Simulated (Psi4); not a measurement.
# TiO2 (titanium dioxide) at HF/STO-3G

Aim: the vertical singlet–triplet gap of TiO2 (titanium dioxide) at HF/STO-3G, from 2 runs. 

The results are computed with Psi4 1.11.

5 further runs of the same task are left out: 3 that didn't finish, 2 set aside as unsound or not needed.

**1. The structure to begin with**

TiO2: 3 atoms, total charge 0, spin state singlet. As SMILES, `[O]=[Ti]=[O]`. The coordinates come from a PBE0-D4/def2-TZVP relaxation.

Bond lengths: O1–Ti2 1.628 Å, Ti2–O3 1.628 Å. Angles: O1–Ti2–O3 111.8°.

**2. The energy at HF/STO-3G**

o2ti.py

```python
import psi4

psi4.set_memory('1600 MB')
psi4.set_num_threads(1)
psi4.core.set_output_file('o2ti.out', False)

molecule = psi4.geometry("""
0 1
O      0.921000     0.928800     0.444600
Ti     0.135000    -0.492000     0.331600
O     -1.056100    -0.436800    -0.776200
symmetry c1
no_reorient
no_com
""")

psi4.set_options({
    'basis': 'STO-3G',
    'puream': True,
    'e_convergence': 1e-09,
    'd_convergence': 1e-08,
    'scf_type': 'pk',
})

e_tot, wfn = psi4.energy("scf", molecule=molecule, return_wfn=True)
psi4.oeprop(wfn, "QUADRUPOLE", "DIPOLE", "MAYER_INDICES", title="SCF")
print(f'total energy {e_tot:.8f} hartree = {e_tot * 27.211386:.5f} eV')
for k, v in sorted(psi4.core.scalar_variables().items()):
    print(f'{k:45s} {v:18.10f}')
```

Started as:

```
$ python o2ti.py
```

o2ti.out:

```text
[...]
  Running in c1 symmetry.
[...]
  Nuclear repulsion =  127.009919010096439
[...]
  Multiplicity = 1
[...]
  Nalpha       = 19
  Nbeta        = 19
[...]
    Number of basis functions: 28
[...]
   @RHF iter   1:  -986.86439313054939   -1.56257e+00   3.00207e-02 DIIS/ADIIS
[...]
   @RHF iter  15:  -987.45260070852169   -2.27374e-13   3.89719e-09 DIIS
[...]
    Orbital Energies [Eh]
    ---------------------
    Doubly Occupied:
       1A   -181.596261     2A    -21.370463     3A    -20.121697
       4A    -20.121667     5A    -17.956396     6A    -17.956125
       7A    -17.954135     8A     -2.978699     9A     -1.931359
      10A     -1.925621    11A     -1.919123    12A     -1.052497
      13A     -1.033409    14A     -0.355279    15A     -0.315347
      16A     -0.295879    17A     -0.287519    18A     -0.283904
      19A     -0.237898
[...]
  @RHF Final Energy:  -987.45260070852169
   => Energetics <=
    Nuclear Repulsion Energy =            127.0099190100964393
    One-Electron Energy =               -1609.5384841951904491
    Two-Electron Energy =                 495.0759644765723237
    Total Energy =                       -987.4526007085216861
[...]
 Multipole Moments:
 ------------------------------------------------------------------------------------
     Multipole            Electronic (a.u.)      Nuclear  (a.u.)        Total (a.u.)
 ------------------------------------------------------------------------------------
 L = 1.  Multiply by 2.5417464519 to convert [e a0] to [Debye]
 Dipole X            :         -2.9979240            3.5700706            0.5721466
 Dipole Y            :         10.9316372          -13.0164336           -2.0847964
 Dipole Z            :         -7.3677843            8.7728646            1.4050802
 Magnitude           :                                                    2.5783673
 L = 2.  Multiply by 1.3450342976 to convert [e a0^2] to [Debye ang]
 Quadrupole XX       :        -77.4221014           57.5286248          -19.8934766
 Quadrupole XY       :        -36.0369141           32.3988222           -3.6380919
[...]
```

The script printed:

```text
total energy -987.45260071 hartree = -26869.95387 eV
CURRENT ENERGY                                   -987.4526007085
CURRENT REFERENCE ENERGY                         -987.4526007085
DD SOLVATION ENERGY                                 0.0000000000
HF KINETIC ENERGY                                 982.5790402679
HF POTENTIAL ENERGY                             -1970.0316409765
HF TOTAL ENERGY                                  -987.4526007085
HF VIRIAL RATIO                                     2.0049599678
NUCLEAR REPULSION ENERGY                          127.0099190101
ONE-ELECTRON ENERGY                             -1609.5384841952
PCM POLARIZATION ENERGY                             0.0000000000
PE ENERGY                                           0.0000000000
SCF ITERATION ENERGY                             -987.4526007085
SCF ITERATIONS                                     15.0000000000
SCF TOTAL ENERGY                                 -987.4526007085
TWO-ELECTRON ENERGY                               495.0759644766
```

It took 2.1 s on 1 thread of Intel Xeon Platinum 8259CL at 2.50GHz (Skylake/Cascade Lake), shared host; peak memory 0.2 GiB.

**3. The triplet: energy and forces at UHF/STO-3G**

o2ti.inp

```
memory 1600 mb

molecule {
  0 3
  O      0.921000     0.928800     0.444600
  Ti     0.135000    -0.492000     0.331600
  O     -1.056100    -0.436800    -0.776200
  symmetry c1
  no_reorient
  no_com
}

set {
  basis STO-3G
  reference uhf
  puream true
  e_convergence 1e-09
  d_convergence 1e-08
  scf_type pk
  maxiter 100
}

energy_value, wavefunction = gradient('hf', return_wfn=True)
oeprop(wavefunction, 'MULLIKEN_CHARGES', 'LOWDIN_CHARGES', 'QUADRUPOLE', title='HF')
```

Started as:

```
$ psi4 -i o2ti.inp -o o2ti.out -n 1
```

o2ti.out, cut to the lines that bear on the results:

```text
[...]
  Running in c1 symmetry.
[...]
  Nuclear repulsion =  127.009919010096439
[...]
  Multiplicity = 3
[...]
  Nalpha       = 20
  Nbeta        = 18
[...]
    Number of basis functions: 28
[...]
   @UHF iter   1:  -987.18753572912135   -1.88571e+00   2.05441e-02 ADIIS/DIIS
[...]
   @UHF iter  29:  -987.47706256148308   -2.38742e-12   8.64055e-09 DIIS
[...]
   @S^2 Observed:                2.163604143E+00
[...]
  @UHF Final Energy:  -987.47706256148308
   => Energetics <=
    Nuclear Repulsion Energy =            127.0099190100964393
    One-Electron Energy =               -1607.9042755576756463
    Two-Electron Energy =                 493.4172939860961264
    Total Energy =                       -987.4770625614830806
  UHF NO Occupations:
  HONO-2 :   18  A 1.9198970
  HONO-1 :   19  A 1.0000000
[...]
  -Total Gradient:
     Atom            X                  Y                   Z
    ------   -----------------  -----------------  -----------------
       1       -0.034958564753    -0.062995881283    -0.005109143424
       2       -0.015599648584     0.065209336616    -0.041858298054
       3        0.050558213337    -0.002213455340     0.046967441494
[...]
 Multipole Moments:
 ------------------------------------------------------------------------------------
     Multipole            Electronic (a.u.)      Nuclear  (a.u.)        Total (a.u.)
 ------------------------------------------------------------------------------------
 L = 1.  Multiply by 2.5417464519 to convert [e a0] to [Debye]
 Dipole X            :         -3.3207819            3.5700706            0.2492887
 Dipole Y            :         12.1469950          -13.0164336           -0.8694386
 Dipole Z            :         -8.1771682            8.7728646            0.5956963
 Magnitude           :                                                    1.0830154
 L = 2.  Multiply by 1.3450342976 to convert [e a0^2] to [Debye ang]
 Quadrupole XX       :        -77.1932418           57.5286248          -19.6646170
 Quadrupole XY       :        -34.2850571           32.3988222           -1.8862349
[...]
  Mulliken Charges: (a.u.)
   Center  Symbol    Alpha    Beta     Spin     Total
[...]
```

Run time: 2.5 s. Hardware: 1 thread of Intel Xeon Platinum 8259CL at 2.50GHz (Skylake/Cascade Lake), shared host; peak memory 0.2 GiB.

**4. What came out**

At HF/STO-3G:

| quantity | value |
| --- | --- |
| singlet: total energy | -987.45260 Eh |
| singlet: dipole moment | 6.55 D |
| singlet: HOMO energy | -6.47 eV |
| singlet: LUMO energy | 3.17 eV |
| singlet: HOMO–LUMO gap | 9.64 eV |
| triplet: total energy | -987.47706 Eh |
| triplet: dipole moment | 2.75 D |
| triplet: HOMO energy (highest over α and β) | -5.54 eV |
| triplet: LUMO energy (lowest over α and β) | 4.88 eV |
| triplet: ⟨S²⟩ | 2.164 |
| triplet: largest force on an atom | 4.065 eV/Å |
| vertical energy of the triplet above the singlet | -0.666 eV |

In words: At this shape the triplet lies 0.67 eV (15.4 kcal/mol) below the singlet. In a minimal basis such a difference can be off by several eV, whatever the method. ⟨S²⟩ (triplet) is 2.16 where a pure triplet has 2.00: the reference is spin-contaminated. Mulliken charges (triplet) run from -0.23 on O3 to +0.46 on Ti2.
